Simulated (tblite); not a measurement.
# C6H11FO2Si: the cost of one run

Programs: tblite 0.8.0 and PySCF 2.14.0, with density-fitted response routines of our own. Each step states its level of theory. These are calculated values for one molecule in the gas phase, unless marked as measured. Atoms count from 0, in the outputs and in this text.

### Step 1. The starting structure

21 atoms, charge 0, multiplicity 1; geometry from: force field or distance geometry start.

Bonds of the start (Å): C0–C1 1.33, C1–C2 1.49, C2–C3 1.53, C2–O4 1.38, O4–Si5 1.72, Si5–O6 1.73, O6–C7 1.35, C7–C8 1.48, C8–F9 1.39, C8–C2 1.47, C0–H10 1.09, C0–H11 1.10, C1–H12 1.08, C3–H13 1.10, C3–H14 1.10, C3–H15 1.12, Si5–H16 1.45, Si5–H17 1.49, C7–H18 1.12, C7–H19 1.13, C8–H20 1.13.

### Step 2. Relaxing the molecule with GFN2-xTB

Job settings and geometry (Å):

```
{"job": {"kind": "relax", "xc": "GFN2-xTB", "basis": "xTB"}, "charge": 0, "multiplicity": 1}
C      2.164700     1.532400    -0.155800
C      1.752000     0.320900    -0.521100
C      0.491600    -0.298600    -0.029200
C      0.760900    -1.800900    -0.097000
O      0.397400    -0.029400     1.325300
Si    -1.246700     0.151400     1.810700
O     -1.759700     1.425700     0.765700
C     -1.759400     0.875900    -0.471100
C     -0.684800    -0.052100    -0.878500
F     -1.271900    -1.272100    -1.187600
H      3.093700     1.956400    -0.523800
H      1.509200     2.094500     0.517600
H      2.380200    -0.261500    -1.171400
H      1.831400    -1.965700     0.098200
H      0.495700    -2.082700    -1.130900
H      0.091100    -2.313200     0.641400
H     -1.373100     0.487700     3.217200
H     -1.962300    -1.105100     1.457500
H     -1.863400     1.699800    -1.220700
H     -2.745100     0.325800    -0.572000
H     -0.310300     0.327700    -1.874900
```

Started as:

```console
$ OMP_NUM_THREADS=1 python probes_run.py task.json out
```

One launch serves the whole session: the jobs run in the order shown.

**Question.** How long does this first job take on 1 thread of Arm Neoverse N1, shared host?

About 2.1 s.
